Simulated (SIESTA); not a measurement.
The system is PbSO3 (Scotlandite).

```xyz
10
Lattice="4.5050 0.0000 0.0000 0.0000 5.3330 0.0000 -1.7912 0.0000 6.1494" Properties=species:S:1:pos:R:3 pbc="T T T"
Pb    0.3071    3.9998    4.4239
Pb    2.4067    1.3333    1.7255
S     2.6422    1.3333    5.0696
S     0.0715    3.9998    1.0798
O     0.3136    5.1890    2.0102
O     2.4001    2.5225    4.1392
O     2.4001    0.1440    4.1392
O     0.3136    2.8105    2.0102
O    -0.3712    1.3333    5.2830
O     3.0849    3.9998    0.8665
```

```yaml
Program: SIESTA 5.4.2
Task: single point
Functional: PBEsol
Potentials_or_basis: PseudoDojo 0.4 standard (PBEsol files)
Basis: DZP (energy shift 0.003 Ry; two zetas on semicore shells)
Grid_cutoff: 800 Ry
Energy_shift: 0.003 Ry
k_mesh: 6 × 5 × 5
Occupations: fermi-dirac, width 0.05 eV
Spin: no spin polarisation
```

On this cell: pressure 5.0 GPa; largest force 2.326 eV/Å; band gap on the k mesh 3.25 eV, direct.

The same run follows on a disturbed copy (atoms moved at random, drawn with an rms of 0.05 Å):

```
Pb S O
1.0
     4.50500    0.00000    0.00000
     0.00000    5.33300    0.00000
    -1.79123    0.00000    6.14943
Pb S O
2 2 6
Direct
  0.35486 0.74852 0.71992
  0.65036 0.24824 0.27975
  0.91297 0.24577 0.82002
  0.07978 0.75850 0.17706
  0.20691 0.96494 0.32871
  0.80196 0.46756 0.67796
  0.80866 0.02801 0.67816
  0.19824 0.53653 0.33571
  0.26351 0.25134 0.86807
  0.75195 0.75063 0.14543
```

Problem. What changes?

Solution. The energy moves by +76.6 meV/atom; pressure 10.1 GPa; largest force 6.248 eV/Å; band gap on the k mesh 3.02 eV, direct.

Forces in eV/Å, atoms in the order of the input:
```
Pb  -0.309 -0.177  0.080
Pb   0.045  0.323 -0.257
S   -0.894  0.925  5.092
S    5.002 -2.465 -2.044
O    0.716  4.115  2.428
O   -0.389  2.815 -2.122
O   -0.480 -3.668 -2.866
O    0.522 -2.038  0.660
O    1.927  0.008  0.176
O   -6.140  0.165 -1.146
```

Stress tensor (GPa, compression positive):
```
11.24  0.77  4.54
 0.77 13.03  2.59
 4.54  2.59  6.03
```

Caveats: spin-orbit coupling is left out, which as a rule narrows the gap of such compounds by several tenths of an eV; an odd mesh through Γ misses points on the zone boundary, where band edges often lie; the basis of atomic orbitals isn't converged, which shifts pressures, moduli and gaps; forces of over 1 eV/Å show positions far from the minimum, so gaps and moduli don't describe the material at rest (some runs).
